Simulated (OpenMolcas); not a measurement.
# One shape, several levels: CH6ClNSi (SMILES C[SiH](N)Cl)

Aim: a comparison of 6 runs (HF/STO-3G, HF/6-31G*, B3LYP/6-31G*, BHLYP/6-31G*, SVWN5/6-31G*, revPBE/6-31G*) of CH6ClNSi. 

The calculation is run with OpenMolcas 26.06.

1 further run of the same task is left out (set aside as unsound or not needed).

**1. The structure to begin with**

The species is CH6ClNSi (10 atoms), meant as a singlet with charge 0. SMILES: `C[SiH](N)Cl`. The coordinates come from a PBE0-D4/def2-TZVP relaxation. This is one conformer, not always the lowest.

Bond lengths: C1–Si2 1.853 Å, Si2–N3 1.706 Å, Si2–Cl4 2.081 Å, C1–H5 1.092 Å, C1–H6 1.092 Å, C1–H7 1.093 Å, Si2–H8 1.480 Å, N3–H9 1.008 Å, N3–H10 1.008 Å. Some angles: C1–Si2–N3 110.0°, C1–Si2–Cl4 106.9°, N3–Si2–Cl4 113.8°, C1–Si2–H8 113.9°, N3–Si2–H8 107.4°, Cl4–Si2–H8 105.0°, Si2–C1–H5 110.6°, Si2–C1–H6 110.4°, Si2–C1–H7 110.6°, Si2–N3–H9 120.0°.

**2. Energy and forces at HF/STO-3G (run 1)**

Input file mol.xyz:

```xyz
10

C     -0.924300     0.960300    -0.429600
Si    -0.055600    -0.637600    -0.073400
N      1.200800    -0.379200     1.050800
Cl     0.594900    -1.392500    -1.900800
H     -1.720000     0.809500    -1.161600
H     -1.359500     1.369700     0.485000
H     -0.226900     1.694300    -0.841400
H     -0.936500    -1.689500     0.482600
H      1.847500     0.382600     0.917600
H      1.662700    -1.168700     1.473800
```

Input file run.input:

```
* CH6ClNSi Hartree-Fock
>>> EXPORT MOLCAS_PRINT=2

&GATEWAY
  BASLIB = $CurrDir
  COORD = mol.xyz
  BASIS = STO-3G
  GROUP = NoSym

&SEWARD

&SCF
  THRESHOLDS = 1e-10 1e-07 1e-07 1e-05
  PRORBITALS = 1 2

&ALASKA
```

The basis set STO-3G is read from a file made from the Basis Set Exchange's data (not shown).

Run with:

```
$ export MOLCAS_MEM=1860
$ pymolcas run.input > run.log
```

The log of the run:

```text
--- Start Module: gateway ---
[...]
--- Stop Module: gateway /rc=_RC_ALL_IS_WELL_ ---
[...]
      Basis functions           34
[...]
--- Start Module: scf ---
[...]
       Convergence after  11 Iterations
[...]
::    Total SCF energy                               -834.9193762929
[...]
      Total spin, S                                     0.0000000000
[...]
      Total electronic charge=   50.000000
      Total            charge=   -0.000000
[...]
      Dipole Moment (debye):
      Origin of the operator (angstrom)=    0.2551   -0.6201   -0.6063
                   X= -2.2275E-01               Y=  1.2044E+00               Z=  2.3511E+00           Total=  2.6510E+00
      Quadrupole Moment (debye*angstrom):
[...]
--- Stop Module: scf /rc=_RC_ALL_IS_WELL_ ---
--- Start Module: alaska ---
[...]
 *              Molecular gradients               *
 **************************************************
  Irreducible representation: a
 ------------------------------------------------------------------------------------------
                              X                       Y                       Z
 ------------------------------------------------------------------------------------------
  C1                2.07788157888267E-03   -6.26600012838985E-03    3.82814861823050E-03
  SI2               2.26194513558831E-02    1.84715690150921E-02   -2.49651418918519E-02
  N3                1.18971110953074E-02   -8.61790502769022E-04    4.54564423085912E-03
  CL4              -5.62016007480359E-03    3.56489982509700E-03    8.41807965363373E-03
  H5               -5.21714157978259E-03   -2.46791460750938E-03   -6.65245423074312E-03
  H6               -3.08600707980045E-03    2.67112113317403E-03    8.18222700199245E-03
  H7                6.98101460308775E-03    5.18208971880263E-03   -4.29567418037569E-03
  H8               -1.69232909028603E-02   -2.16181908725614E-02    1.22156731863750E-02
[...]
--- Stop Module: alaska /rc=_RC_ALL_IS_WELL_ ---
[...]
```

It took 3.6 s on 1 thread of AMD EPYC 7R43 (Zen 3), shared host; peak memory 0.37 GiB.

**3. Energy and gradient at HF/6-31G(d) (spherical functions) (run 2)**

mol.xyz is that of step 2.

Input file test.input:

```
>>> EXPORT MOLCAS_PRINT=2

&GATEWAY
 BasLib=$CurrDir
 Coord=mol.xyz
 Basis=6-31Gs
 Group=NoSym

&SEWARD

&SCF
 Thresholds=1e-10 1e-07 1e-07 1e-05
 PrOrbitals=0

&ALASKA
```

The basis set 6-31G* is read from a file made from the Basis Set Exchange's data (not shown).

Run with:

```
$ export MOLCAS_MEM=1860
$ pymolcas test.input > test.log
```

The log of the run:

```text
--- Start Module: gateway ---
[...]
--- Stop Module: gateway /rc=_RC_ALL_IS_WELL_ ---
[...]
      Basis functions           76
[...]
--- Start Module: scf ---
[...]
       Convergence after  13 Iterations
[...]
::    Total SCF energy                               -844.2982210001
[...]
      Total spin, S                                     0.0000000000
[...]
      Total electronic charge=   50.000000
      Total            charge=   -0.000000
[...]
      Dipole Moment (debye):
      Origin of the operator (angstrom)=    0.2551   -0.6201   -0.6063
                   X=  4.4777E-01               Y=  1.3243E+00               Z=  1.9228E+00           Total=  2.3773E+00
      Quadrupole Moment (debye*angstrom):
[...]
--- Stop Module: scf /rc=_RC_ALL_IS_WELL_ ---
[...]
--- Start Module: alaska ---
[...]
 *              Molecular gradients               *
 **************************************************
  Irreducible representation: a
 ------------------------------------------------------------------------------------------
                              X                       Y                       Z
 ------------------------------------------------------------------------------------------
  C1                4.25643743488635E-03   -6.96673061280073E-03    2.72603764470097E-03
  SI2               4.77884450373356E-03    8.42232144654775E-03   -6.47382896653870E-03
  N3               -1.21663583532428E-02    2.36015646175147E-04   -2.90175820748040E-03
  CL4              -1.84275062457395E-03    1.72027294471278E-03    3.61309189731429E-03
  H5               -2.76531020652238E-03   -2.18390669675095E-03   -3.24929118468953E-03
  H6               -1.67227250011925E-03    1.02700614368323E-03    4.42458736263651E-03
  H7                3.85988760383293E-03    1.95348921831551E-03   -1.85937119087587E-03
  H8               -2.85874044497225E-03   -3.69311748920920E-03    2.47050452299868E-03
[...]
--- Stop Module: alaska /rc=_RC_ALL_IS_WELL_ ---
[...]
```

It took 9.3 s on 1 thread of AMD EPYC 7R43 (Zen 3), shared host; peak memory 0.43 GiB.

Runs 3 to 5 aren't shown in full; the table further down has their settings and results.

**4. Energy and gradient at revPBE/6-31G(d) (spherical functions) (run 6)**

Input file calc.inp:

```
* CH6ClNSi Kohn-Sham DFT
>>> EXPORT MOLCAS_PRINT=2

&GATEWAY
 BasLib
 $CurrDir
 BasisSet
 C.6-31Gs....
 C1 -0.924300 0.960300 -0.429600 angstrom
 End of Basis
 BasisSet
 Si.6-31Gs....
 Si2 -0.055600 -0.637600 -0.073400 angstrom
 End of Basis
 BasisSet
 N.6-31Gs....
 N3 1.200800 -0.379200 1.050800 angstrom
 End of Basis
 BasisSet
 Cl.6-31Gs....
 Cl4 0.594900 -1.392500 -1.900800 angstrom
 End of Basis
 BasisSet
 H.6-31Gs....
 H5 -1.720000 0.809500 -1.161600 angstrom
 H6 -1.359500 1.369700 0.485000 angstrom
 H7 -0.226900 1.694300 -0.841400 angstrom
 H8 -0.936500 -1.689500 0.482600 angstrom
 H9 1.847500 0.382600 0.917600 angstrom
 H10 1.662700 -1.168700 1.473800 angstrom
 End of Basis

&SEWARD
 GridInput
 Grid=UltraFine
 End of Grid

&SCF
 KSDFT
 revPBE
 Thresholds
 1e-10 1e-07 1e-07 1e-05
 PrOrbitals
 1 1

&ALASKA
```

The basis set 6-31G* is read from a file made from the Basis Set Exchange's data (not shown).

Run with:

```
$ export MOLCAS_MEM=1860
$ pymolcas calc.inp > calc.log
```

The log of the run:

```text
--- Start Module: gateway ---
[...]
--- Stop Module: gateway /rc=_RC_ALL_IS_WELL_ ---
[...]
      Basis functions           76
[...]
--- Start Module: scf ---
[...]
       Convergence after  17 Iterations
[...]
::    Total KS-DFT energy                            -846.0251310080
[...]
      Total spin, S                                     0.0000000000
[...]
      Total electronic charge=   50.000000
      Total            charge=   -0.000000
[...]
      Dipole Moment (debye):
      Origin of the operator (angstrom)=    0.2551   -0.6201   -0.6063
                   X=  5.5639E-01               Y=  1.4012E+00               Z=  1.8310E+00           Total=  2.3718E+00
      Quadrupole Moment (debye*angstrom):
[...]
--- Stop Module: scf /rc=_RC_ALL_IS_WELL_ ---
[...]
--- Start Module: alaska ---
[...]
 *              Molecular gradients               *
 **************************************************
  Irreducible representation: a
 ------------------------------------------------------------------------------------------
                              X                       Y                       Z
 ------------------------------------------------------------------------------------------
  C1                1.63012485102065E-03   -2.69604060196116E-03    2.95600767892257E-04
  SI2               6.74250509172758E-03    4.43119016452798E-03    1.01900895786233E-03
  N3                1.31540931134211E-04   -3.07464551391501E-03   -1.00655015932691E-02
  CL4              -3.86285826161892E-03    5.64279778374832E-03    1.27759039025648E-02
  H5                5.64642181652086E-03    1.75861119511320E-04    4.92566279205731E-03
  H6                3.21596374938315E-03   -3.26364360618059E-03   -5.83941161737034E-03
  H7               -4.01191937415657E-03   -5.65074295041379E-03    2.81151677786595E-03
  H8                3.30523481441602E-03    4.01909443537862E-03   -2.71571712918872E-03
[...]
--- Stop Module: alaska /rc=_RC_ALL_IS_WELL_ ---
[...]
```

Wall time 42 s (1 thread of AMD EPYC 7R43 (Zen 3), shared host); peak memory 0.43 GiB.

**5. All runs side by side**

| run | level | integration grid | energy (Eh) | dipole moment (D) | HOMO energy (eV) | LUMO energy (eV) | wall time |
| --- | --- | --- | --- | --- | --- | --- | --- |
| 1 | HF/STO-3G | – | -834.919376 | 2.65 | -9.02 | 9.93 | 3.6 s |
| 2 | HF/6-31G* (spherical functions) | – | -844.298221 | 2.38 | -11.29 | 4.76 | 9.3 s |
| 3 | B3LYP/6-31G* (spherical functions) | UltraFine | -846.243676 | 2.34 | -7.34 | 1.24 | 40 s |
| 4 | BHLYP/6-31G* (spherical functions) | UltraFine | -846.152229 | 2.35 | -9.02 | 2.37 | 38 s |
| 5 | SVWN5/6-31G* (spherical functions) | UltraFine | -842.707053 | 2.42 | -6.25 | 0.42 | 30 s |
| 6 | revPBE/6-31G* (spherical functions) | UltraFine | -846.025131 | 2.37 | -6.10 | 0.70 | 42 s |

**6. What came out**

| quantity | value |
| --- | --- |
| run 6: total energy | -846.02513 Eh |
| run 6: dipole moment | 2.37 D |
| run 6: HOMO energy | -6.10 eV |
| run 6: LUMO energy | 0.70 eV |
| run 6: HOMO–LUMO gap | 6.80 eV |
| run 6: largest force on an atom | 0.745 eV/Å |

What this shows: The dipole moment (its size) runs from 2.34 D (B3LYP/6-31G*) to 2.65 D (HF/STO-3G). The two ends differ in method and basis. The HOMO–LUMO gap runs from 6.67 eV (SVWN5/6-31G*) to 18.94 eV (HF/STO-3G). Totals of different functionals can't be ranked against each other. In run 1 the basis is minimal, so the values are rough. All runs together took 2.7 min, the longest 42 s.
